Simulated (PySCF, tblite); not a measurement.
**C₆H₆F₃ radical: geometry, infrared bands and EPR parameters**

Aim: predict the infrared bands and EPR parameters of C₆H₆F₃ radical (`FC(F)(F)/C=C1/[CH]CC1`).

The runs use tblite 0.8.0 and PySCF 2.14.0, with density-fitted response routines of our own; the level of theory stands in each step. All values are computed, except where a source is named. Atoms are numbered from 0 throughout.

## (1) The molecule as given

15 atoms, charge 0, multiplicity 2; geometry from: force field or distance geometry start.

Bonds of the start (Å): F0–C1 1.42, C1–F2 1.35, C1–F3 1.40, C1–C4 1.48, C4–C5 1.33, C5–C6 1.50, C6–C7 1.54, C7–C8 1.53, C8–C5 1.49, C4–H9 1.09, C6–H10 1.12, C7–H11 1.10, C7–H12 1.12, C8–H13 1.13, C8–H14 1.11.

## (2) Relaxing the molecule with GFN2-xTB

Job settings and geometry (Å):

```
{"job": {"kind": "relax", "xc": "GFN2-xTB", "basis": "xTB"}, "charge": 0, "multiplicity": 2}
F      3.384900    -0.596100     0.110500
C      2.222500     0.071000    -0.353900
F      2.323000     0.439400    -1.651700
F      2.140500     1.217700     0.444500
C      1.117000    -0.877200    -0.091700
C     -0.143500    -0.455500    -0.061600
C     -1.478500    -1.109500     0.156700
C     -1.837700     0.215800     0.846500
C     -0.896800     0.818700    -0.196500
H      1.274500    -1.944800     0.062100
H     -1.998600    -1.118500    -0.840600
H     -2.911700     0.410000     0.714600
H     -1.437800     0.259100     1.889900
H     -1.377000     0.946100    -1.210600
H     -0.385300     1.731800     0.160000
```

The run is started by

```bash
$ OMP_NUM_THREADS=1 python probes_run.py task.json out
```

The driver reads the jobs from task.json and runs them one after another.

**Question.** This job is followed by: GFN2-xTB harmonic vibrations, gas phase; UKS B3LYP, pcH-1 on C F H, non-relativistic, mean-field spin-orbit, GIAO. Predict these results of the whole session: strongest single infrared mode (GFN2-xTB); zero-point energy (GFN2-xTB); g(iso) (B3LYP); ⟨S²⟩; largest a(iso) (averaged by class); potential on the surface of density 0.002 e/bohr³, 1st and 99th percentile.

The runs gave:

```
                                                                  quantity                     value
                                 strongest single infrared mode (GFN2-xTB)      987 cm⁻¹, 339 km/mol
                                              zero-point energy (GFN2-xTB)             64.8 kcal/mol
                                                            g(iso) (B3LYP)                   2.00250
                                                                      ⟨S²⟩        0.775 (exact 0.75)
                                        largest a(iso) (averaged by class)  1H on H11, H12, 80.9 MHz
potential on the surface of density 0.002 e/bohr³, 1st and 99th percentile        -0.79 V and 1.17 V
```

**Reading.** The optimisation took 114 steps and gained 1.906 eV; among the close pairs (by a distance rule), C5–C6 changed most, from 1.503 to 1.389 Å. No mode is imaginary among the 39: a minimum at this level. The strongest single mode, at 987 cm⁻¹, moves mainly C1. GFN2-xTB is a fitted tight-binding method: band positions and strengths are rough. Its intensities can rank the bands wrongly. The largest spin populations lie on C6 (0.65 e), C4 (0.61 e). The isotropic g lies 0.2 ppt above the free-electron value. These values are for one conformer; the search (at its own cheap level) found 1 more, at 0.35 kcal/mol, and measured spectra average over such forms.
